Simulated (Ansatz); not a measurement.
**SiH₂I radical (SMILES [SiH2]I): one structure at several levels**

The task here is to estimate one member of a computed series from the others.

Computed with Ansatz 0.2.0, Gaussian basis. Level: single points in def2-TZVPP.

Cores are frozen in the correlated methods. Filled d shells of the heavier atoms are correlated. Core potentials replace the inner electrons past krypton, and spin-orbit coupling is left out. Orbitals are unrestricted.

## Starting geometry

SMILES `[SiH2]I`, 4 atoms, charge 0, spin multiplicity 2.

Atoms are counted from 1 here; the program's logs count them from 0.

Bond lengths: Si1–I2 2.656 Å, Si1–H3 1.400 Å, Si1–H4 1.436 Å. Angles: I2–Si1–H3 107.5°, I2–Si1–H4 104.4°, H3–Si1–H4 104.5°.

Coordinates:

| atom | x (Å) | y (Å) | z (Å) |
| --- | --- | --- | --- |
| Si1 | -0.1936 | -0.2616 | -0.5112 |
| I2 | 1.9243 | -0.4695 | 1.0787 |
| H3 | -1.3360 | -0.3675 | 0.2914 |
| H4 | -0.1830 | 1.1086 | -0.9416 |

The first run:

Contents of run/in.yaml:

```yaml
crystal:
  periodic: [false, false, false]
  atoms:
    - {symbol: Si, position_ang: [-0.193600, -0.261600, -0.511200]}
    - {symbol: I, position_ang: [1.924300, -0.469500, 1.078700]}
    - {symbol: H, position_ang: [-1.336000, -0.367500, 0.291400]}
    - {symbol: H, position_ang: [-0.183000, 1.108600, -0.941600]}
basis:
  gaussian: {orbitals: def2-TZVPP}
magnetization: {spin_polarized: true, initial_magnetization: 1}
correlation: {method: ccsd_t}
scf: {omitted_lower_state_checks: [cluster_reference]}
output: {forces: true}
```

The command line of these runs was not kept.

Steps of the session up to this table: CCSD(T)/def2-TZVPP; PBE0-D4/def2-TZVPP; wB97M-V/def2-TZVPP; r2SCAN-D4/def2-TZVPP; PBE-D4/def2-TZVPP; r2SCANh-D4/def2-TZVPP; revPBE-D4/def2-TZVPP.

One of the session's tables, all rows but one given; the rest of the session is left out.

| method | RMS force component (eV/Å) | angle to CCSD(T) forces (°) | dipole (D) |
| --- | --- | --- | --- |
| CCSD(T) | 1.103 | reference | 1.86 |
| PBE0-D4 | 1.149 | 2.6 | 1.87 |
| wB97M-V | 1.097 | 1.7 | 2.09 |
| r2SCAN-D4 | 1.111 | 2.9 | 1.82 |
| PBE-D4 | 1.154 | 8.9 | 1.57 |
| r2SCANh-D4 | 1.113 | 1.3 | 1.90 |
| revPBE-D4 | ? | ? | ? |

Q: Estimate the row for revPBE-D4 from the others.

The run gave: RMS force component (eV/Å): 1.147; angle to CCSD(T) forces (°): 9.9; dipole (D): 1.58. In the column «RMS force component (eV/Å)» it lies between r2SCANh-D4 (1.113) and PBE0-D4 (1.149).
